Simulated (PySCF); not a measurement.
**A gas-phase reaction: GeH6OSi + Cl2 → ClGeH5OSi + ClH**

Aim: the reaction energy of `[SiH3][O][GeH3]` + `ClCl` → `Cl[SiH2][O][GeH3]` + `Cl`.

Programs: PySCF 2.14.0. All values are calculated, for the isolated system unless a continuum is named. Atoms count from 0, parts from 1.

### Step 1. The system as given

Each species was relaxed by itself at PBE0-D3(BJ)/def2-SVPD.

### Step 2. Reaction energy: wB97M-D3(BJ)/def2-TZVPD

The job: settings as JSON, then the geometry in Å.

```
{"job": {"kind": "react", "xc": "wB97M-D3(BJ)", "basis": "def2-TZVPD"}, "charge": 0, "multiplicity": 1}
-1 GeH6OSi charge 0 multiplicity 1
Si    -0.391510    -1.503960    -0.340490
O     -0.717140     0.052130     0.154380
Ge     0.311450     1.505880     0.308190
H      0.054410    -1.519700    -1.768180
H      0.691120    -2.109580     0.496290
H     -1.642710    -2.299140    -0.194740
H      1.071570     1.704490    -1.015560
H      1.290790     1.279410     1.472470
H     -0.653890     2.662100     0.590430

-1 Cl2 charge 0 multiplicity 1
Cl     1.014670     0.005160    -0.003420
Cl    -1.014740    -0.003290     0.005040

+1 ClGeH5OSi charge 0 multiplicity 1
Cl    -1.832190     1.715430    -0.272070
Si    -1.680880    -0.324660     0.161290
O     -0.106130    -0.784420     0.093680
Ge     1.467500     0.073830    -0.029720
H     -2.230860    -0.506670     1.528680
H     -2.469570    -1.046900    -0.867740
H      1.509420     0.789960    -1.385960
H      1.562650     1.062340     1.141040
H      2.514080    -1.041040     0.069290

+1 ClH charge 0 multiplicity 1
Cl     0.644710     0.004290    -0.003190
H     -0.643470    -0.002660     0.003770
```

With the program's defaults for keys left out, this is: wB97M-D3(BJ)/def2-TZVPD reaction energy of separated species, gas phase.

Command:

```console
> OMP_NUM_THREADS=1 python cluster_run.py task.json out
```

One launch serves the whole session: the jobs run in the order shown.

Output:

```text
species 1 (GeH6OSi)
coarse grid: 33840 points
cycle   1  E = -2445.3509351174  dE = -6.635e-01  |g| = 9.544e-01  |ddm| = 2.297e+00
cycle   2  E = -2445.2681347678  dE =  8.280e-02  |g| = 1.216e+00  |ddm| = 1.174e+00
cycle   3  E = -2445.4819639700  dE = -2.138e-01  |g| = 9.268e-02  |ddm| = 6.364e-01
cycle   4  E = -2445.4831144173  dE = -1.150e-03  |g| = 4.489e-02  |ddm| = 8.376e-02
cycle   5  E = -2445.4833567058  dE = -2.423e-04  |g| = 4.888e-03  |ddm| = 3.368e-02
cycle   6  E = -2445.4833632052  dE = -6.499e-06  |g| = 9.855e-04  |ddm| = 8.472e-03
final grid: 68408 points
cycle   7  E = -2445.4832687605  dE = -3.980e-07  |g| = 5.574e-04  |ddm| = 3.534e-03
cycle   8  E = -2445.4832687994  dE = -3.884e-08  |g| = 4.189e-04  |ddm| = 8.211e-04
cycle   9  E = -2445.4832688139  dE = -1.457e-08  |g| = 7.948e-05  |ddm| = 2.924e-04
cycle  10  E = -2445.4832688154  dE = -1.471e-09  |g| = 2.629e-05  |ddm| = 8.983e-05
cycle  11  E = -2445.4832688157  dE = -2.938e-10  |g| = 1.261e-05  |ddm| = 5.227e-05
converged SCF energy = -2445.4832688157

species 2 (Cl2)
coarse grid: 12632 points
cycle   1  E = -920.4762353548  dE =  6.388e-02  |g| = 2.472e-01  |ddm| = 1.180e+00
cycle   2  E = -920.4854153564  dE = -9.180e-03  |g| = 1.551e-01  |ddm| = 2.411e-01
cycle   3  E = -920.4902180657  dE = -4.803e-03  |g| = 1.247e-02  |ddm| = 9.692e-02
cycle   4  E = -920.4902874828  dE = -6.942e-05  |g| = 2.486e-03  |ddm| = 1.204e-02
cycle   5  E = -920.4902918386  dE = -4.356e-06  |g| = 2.986e-04  |ddm| = 3.875e-03
final grid: 23496 points
cycle   6  E = -920.4902478154  dE = -4.833e-08  |g| = 9.181e-05  |ddm| = 4.985e-04
cycle   7  E = -920.4902478189  dE = -3.535e-09  |g| = 4.790e-05  |ddm| = 1.124e-04
cycle   8  E = -920.4902478195  dE = -6.239e-10  |g| = 1.458e-05  |ddm| = 4.218e-05
converged SCF energy = -920.4902478195

species 3 (ClGeH5OSi)
coarse grid: 37688 points
cycle   1  E = -2905.0716840041  dE = -4.513e-01  |g| = 9.721e-01  |ddm| = 2.398e+00
cycle   2  E = -2905.0159338641  dE =  5.575e-02  |g| = 1.183e+00  |ddm| = 1.239e+00
cycle   3  E = -2905.2127113528  dE = -1.968e-01  |g| = 1.029e-01  |ddm| = 6.568e-01
cycle   4  E = -2905.2145170651  dE = -1.806e-03  |g| = 4.311e-02  |ddm| = 9.736e-02
cycle   5  E = -2905.2147757940  dE = -2.587e-04  |g| = 7.067e-03  |ddm| = 3.363e-02
cycle   6  E = -2905.2147887990  dE = -1.300e-05  |g| = 2.655e-03  |ddm| = 9.874e-03
cycle   7  E = -2905.2147902359  dE = -1.437e-06  |g| = 4.444e-04  |ddm| = 3.446e-03
final grid: 74784 points
cycle   8  E = -2905.2146838138  dE = -1.404e-07  |g| = 2.516e-04  |ddm| = 2.612e-03
cycle   9  E = -2905.2146838261  dE = -1.224e-08  |g| = 2.350e-04  |ddm| = 4.856e-04
cycle  10  E = -2905.2146838328  dE = -6.703e-09  |g| = 3.686e-05  |ddm| = 1.536e-04
cycle  11  E = -2905.2146838335  dE = -7.740e-10  |g| = 2.537e-05  |ddm| = 7.680e-05
converged SCF energy = -2905.2146838335

species 4 (ClH)
coarse grid: 8792 points
cycle   1  E = -460.8503332205  dE = -8.165e-02  |g| = 2.169e-01  |ddm| = 7.239e-01
cycle   2  E = -460.8625127432  dE = -1.218e-02  |g| = 1.397e-01  |ddm| = 2.651e-01
cycle   3  E = -460.8670521404  dE = -4.539e-03  |g| = 1.358e-02  |ddm| = 9.818e-02
cycle   4  E = -460.8670932234  dE = -4.108e-05  |g| = 3.364e-03  |ddm| = 9.545e-03
cycle   5  E = -460.8670994718  dE = -6.248e-06  |g| = 8.516e-04  |ddm| = 3.915e-03
final grid: 17120 points
cycle   6  E = -460.8670682243  dE = -3.716e-07  |g| = 3.676e-04  |ddm| = 8.893e-04
cycle   7  E = -460.8670682705  dE = -4.628e-08  |g| = 1.618e-04  |ddm| = 3.981e-04
cycle   8  E = -460.8670682771  dE = -6.576e-09  |g| = 4.221e-05  |ddm| = 1.295e-04
cycle   9  E = -460.8670682784  dE = -1.313e-09  |g| = 3.976e-06  |ddm| = 6.531e-05
cycle  10  E = -460.8670682784  dE = -4.206e-12  |g| = 8.167e-07  |ddm| = 3.314e-06
converged SCF energy = -460.8670682784

Reaction energy = -68.582 kcal/mol
```

It took 55 s on 1 thread of Arm Neoverse N1, shared host; peak memory 0.79 GiB.

Species by species (with the dispersion term, which the log's SCF energies lack):

| ν | species | energy (Eh) | HOMO (eV) |
| --- | --- | --- | --- |
| -1 | [SiH3][O][GeH3] | -2445.49060 | -10.83 |
| -1 | ClCl | -920.49147 | -11.18 |
| +1 | Cl[SiH2][O][GeH3] | -2905.22375 | -10.88 |
| +1 | Cl | -460.86761 | -11.93 |

### Step 3. Energies of the species: PBE0-D3(BJ)/def2-TZVPD

The job, as its differences from that of step 2:

```diff
@@ -1,2 +1,2 @@
-{"job": {"kind": "react", "xc": "wB97M-D3(BJ)", "basis": "def2-TZVPD"}, "charge": 0, "multiplicity": 1}
+{"job": {"kind": "react", "xc": "PBE0", "basis": "def2-TZVPD", "disp": "d3bj"}, "charge": 0, "multiplicity": 1}
 -1 GeH6OSi charge 0 multiplicity 1
```

Method: PBE0-D3(BJ)/def2-TZVPD reaction energy of separated species, gas phase.

Output:

```text
species 1 (GeH6OSi)
coarse grid: 33840 points
cycle   1  E = -2444.8014260263  dE = -5.824e-01  |g| = 1.013e+00  |ddm| = 2.299e+00
cycle   2  E = -2444.3813419167  dE =  4.201e-01  |g| = 1.795e+00  |ddm| = 1.417e+00
cycle   3  E = -2444.9308422386  dE = -5.495e-01  |g| = 2.517e-01  |ddm| = 9.898e-01
cycle   4  E = -2444.9405113992  dE = -9.669e-03  |g| = 5.590e-02  |ddm| = 1.771e-01
cycle   5  E = -2444.9407672681  dE = -2.559e-04  |g| = 8.178e-03  |ddm| = 3.782e-02
cycle   6  E = -2444.9407823740  dE = -1.511e-05  |g| = 1.532e-03  |ddm| = 8.677e-03
cycle   7  E = -2444.9407828418  dE = -4.679e-07  |g| = 2.852e-04  |ddm| = 1.867e-03
final grid: 68408 points
cycle   8  E = -2444.9407757859  dE = -5.886e-08  |g| = 3.029e-04  |ddm| = 2.670e-03
cycle   9  E = -2444.9407757673  dE =  1.855e-08  |g| = 4.617e-04  |ddm| = 5.108e-04
cycle  10  E = -2444.9407758046  dE = -3.721e-08  |g| = 7.079e-05  |ddm| = 2.744e-04
cycle  11  E = -2444.9407758055  dE = -9.541e-10  |g| = 1.444e-05  |ddm| = 5.394e-05
converged SCF energy = -2444.9407758055

species 2 (Cl2)
coarse grid: 3248 points
cycle   1  E = -920.0848701454  dE =  1.015e-01  |g| = 1.608e-01  |ddm| = 1.191e+00
cycle   2  E = -920.0872206046  dE = -2.350e-03  |g| = 8.739e-02  |ddm| = 1.235e-01
cycle   3  E = -920.0886035143  dE = -1.383e-03  |g| = 3.229e-02  |ddm| = 7.027e-02
cycle   4  E = -920.0888546430  dE = -2.511e-04  |g| = 5.428e-04  |ddm| = 2.039e-02
cycle   5  E = -920.0888547524  dE = -1.093e-07  |g| = 2.230e-04  |ddm| = 9.350e-04
final grid: 23496 points
cycle   6  E = -920.0901488676  dE = -8.697e-06  |g| = 2.709e-03  |ddm| = 7.417e-03
cycle   7  E = -920.0901493008  dE = -4.332e-07  |g| = 1.503e-03  |ddm| = 3.011e-03
cycle   8  E = -920.0901495397  dE = -2.388e-07  |g| = 1.099e-04  |ddm| = 1.206e-03
cycle   9  E = -920.0901495422  dE = -2.569e-09  |g| = 4.180e-05  |ddm| = 9.853e-05
cycle  10  E = -920.0901495426  dE = -3.965e-10  |g| = 3.007e-06  |ddm| = 2.417e-05
converged SCF energy = -920.0901495426

species 3 (ClGeH5OSi)
coarse grid: 37688 points
cycle   1  E = -2904.3289340790  dE = -3.930e-01  |g| = 1.023e+00  |ddm| = 2.440e+00
cycle   2  E = -2903.9811890094  dE =  3.477e-01  |g| = 1.713e+00  |ddm| = 1.482e+00
cycle   3  E = -2904.4608524825  dE = -4.797e-01  |g| = 2.578e-01  |ddm| = 1.005e+00
cycle   4  E = -2904.4721073390  dE = -1.125e-02  |g| = 4.838e-02  |ddm| = 1.879e-01
cycle   5  E = -2904.4723410990  dE = -2.338e-04  |g| = 7.278e-03  |ddm| = 3.315e-02
cycle   6  E = -2904.4723521251  dE = -1.103e-05  |g| = 2.075e-03  |ddm| = 6.956e-03
cycle   7  E = -2904.4723530354  dE = -9.103e-07  |g| = 4.437e-04  |ddm| = 1.723e-03
final grid: 74784 points
cycle   8  E = -2904.4723444233  dE = -4.704e-08  |g| = 4.583e-04  |ddm| = 3.245e-03
cycle   9  E = -2904.4723444095  dE =  1.378e-08  |g| = 5.158e-04  |ddm| = 7.790e-04
cycle  10  E = -2904.4723444742  dE = -6.461e-08  |g| = 5.713e-05  |ddm| = 3.953e-04
cycle  11  E = -2904.4723444747  dE = -5.512e-10  |g| = 1.463e-05  |ddm| = 3.972e-05
converged SCF energy = -2904.4723444747

species 4 (ClH)
coarse grid: 2248 points
cycle   1  E = -460.6537841420  dE = -4.644e-02  |g| = 1.882e-01  |ddm| = 7.411e-01
cycle   2  E = -460.6558529038  dE = -2.069e-03  |g| = 1.902e-01  |ddm| = 3.151e-01
cycle   3  E = -460.6653816329  dE = -9.529e-03  |g| = 1.506e-02  |ddm| = 1.513e-01
cycle   4  E = -460.6654036900  dE = -2.206e-05  |g| = 2.693e-03  |ddm| = 7.323e-03
cycle   5  E = -460.6654052378  dE = -1.548e-06  |g| = 1.111e-03  |ddm| = 2.553e-03
final grid: 17120 points
cycle   6  E = -460.6658903356  dE = -4.429e-06  |g| = 2.164e-03  |ddm| = 7.338e-03
cycle   7  E = -460.6658903651  dE = -2.955e-08  |g| = 1.795e-03  |ddm| = 2.512e-03
cycle   8  E = -460.6658909827  dE = -6.176e-07  |g| = 1.533e-04  |ddm| = 1.363e-03
cycle   9  E = -460.6658909896  dE = -6.901e-09  |g| = 2.148e-05  |ddm| = 1.086e-04
cycle  10  E = -460.6658909897  dE = -9.913e-11  |g| = 4.933e-06  |ddm| = 1.682e-05
converged SCF energy = -460.6658909897

Reaction energy = -68.108 kcal/mol
```

It took 31 s on 1 thread of Arm Neoverse N1, shared host; peak memory 0.7 GiB.

Reaction energy at this level: -68.11 kcal/mol.

### Step 4. Comparing the runs

Energies in kcal/mol, with wall time:

| run | reaction | time |
| --- | --- | --- |
| wB97M-D3(BJ)/def2-TZVPD | -68.58 | 55 s |
| PBE0-D3(BJ)/def2-TZVPD | -68.11 | 31 s |

### Step 5. Outcome

| quantity | value |
| --- | --- |
| reaction energy (wB97M-D3(BJ)/def2-TZVPD) | -68.58 kcal/mol |
| ΔH, ΔG at 298 K (xTB thermal terms) | -68.7, -68.1 kcal/mol |
| range of the reaction energy over the runs of this table | -68.58 to -68.11 kcal/mol |

**Reading.** The reaction is exothermic by 68.7 kcal/mol in the gas phase; dispersion gives -0.66, and xTB itself gave -40.84 for the electronic energy (xTB energies and thermal terms come from the earlier relaxation of each species, not shown). No barrier was sought. xTB and this level differ widely in the electronic energy, so what comes from xTB (the thermal terms above all) is less safe here. The reaction energy runs from -68.58 (wB97M-D3(BJ)/def2-TZVPD) to -68.11 kcal/mol (PBE0-D3(BJ)/def2-TZVPD).
